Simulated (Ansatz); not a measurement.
# CH5BrOSn: the cost of one run

Computed with Ansatz 0.2.0, driven from Python. The levels of theory stand in the script.

### Step 1. The structure

Bond lengths: C1–O2 1.334 Å, O2–Sn3 1.978 Å, Sn3–Br4 2.566 Å, C1–H5 1.141 Å, C1–H6 1.117 Å, C1–H7 1.116 Å, Sn3–H8 1.792 Å, Sn3–H9 1.745 Å. Angles: C1–O2–Sn3 107.1°, O2–C1–H5 113.5°, O2–C1–H6 113.2°, O2–C1–H7 113.0°, H5–C1–H6 103.1°, H5–C1–H7 106.8°, H6–C1–H7 106.5°, O2–Sn3–Br4 109.7°, O2–Sn3–H8 108.9°, O2–Sn3–H9 112.5°, Br4–Sn3–H8 105.6°, Br4–Sn3–H9 110.2°, H8–Sn3–H9 109.7°.

Input file ch5brosn.xyz:

```xyz
9

C    -0.62390   -0.06130   -1.25720
O     0.41870   -0.74360   -0.78010
Sn    0.62280   -0.24180    1.12260
Br    1.56870    2.13750    1.29190
H    -0.47960    1.07000   -1.22640
H    -0.82350   -0.26170   -2.33770
H    -1.57380   -0.28020   -0.71390
H     1.85450   -1.30560    1.87360
H    -0.87540   -0.35980    2.01030
```

### Step 2. The code

Input file ch5brosn_methods.py:

```python
'''CH5BrOSn at several levels of theory.'''

import ansatz as az

geometry = az.Crystal.molecule_from_extxyz('ch5brosn.xyz')

model = geometry.calculation().basis(gaussian='def2-SVP')

methods = ['mp2', 'ccsd', 'ccsd_t']
reports = [model.correlation(m).run(threads=1, backend='cpu').report for m in methods]
print(f'Hartree-Fock reference {reports[0]["reference_energy_ev"] / 27.211386246:.6f} Ha')
best = reports[-1]['free_energy_ev'] - reports[-1]['reference_energy_ev']
for method, each in zip(methods, reports):
    gained = each['free_energy_ev'] - each['reference_energy_ev']
    print(f'{method:8s} total {each["free_energy_ev"] / 27.211386246:.6f} Ha  correlation {gained:9.4f} eV  ({100 * gained / best:.1f} % of the last)')
```

### Step 3. What the engine is handed

The engine receives this input (first run):

```yaml
crystal:
  periodic: [false, false, false]
  atoms:
    - { symbol: C, position_ang: [-0.6239, -0.0613, -1.2572] }
    - { symbol: O, position_ang: [0.4187, -0.7436, -0.7801] }
    - { symbol: Sn, position_ang: [0.6228, -0.2418, 1.1226] }
    - { symbol: Br, position_ang: [1.5687, 2.1375, 1.2919] }
    - { symbol: H, position_ang: [-0.4796, 1.07, -1.2264] }
    - { symbol: H, position_ang: [-0.8235, -0.2617, -2.3377] }
    - { symbol: H, position_ang: [-1.5738, -0.2802, -0.7139] }
    - { symbol: H, position_ang: [1.8545, -1.3056, 1.8736] }
    - { symbol: H, position_ang: [-0.8754, -0.3598, 2.0103] }
basis:
  gaussian:
    orbitals: def2-SVP
correlation:
  method: mp2
```

### Step 4. The run

Command:

```console
python ch5brosn_methods.py
```

**Question.** How long does this script take on 1 thread of Arm Neoverse V1, shared host, and how much memory does it need?

About 62 s, with a peak of 0.66 GiB.
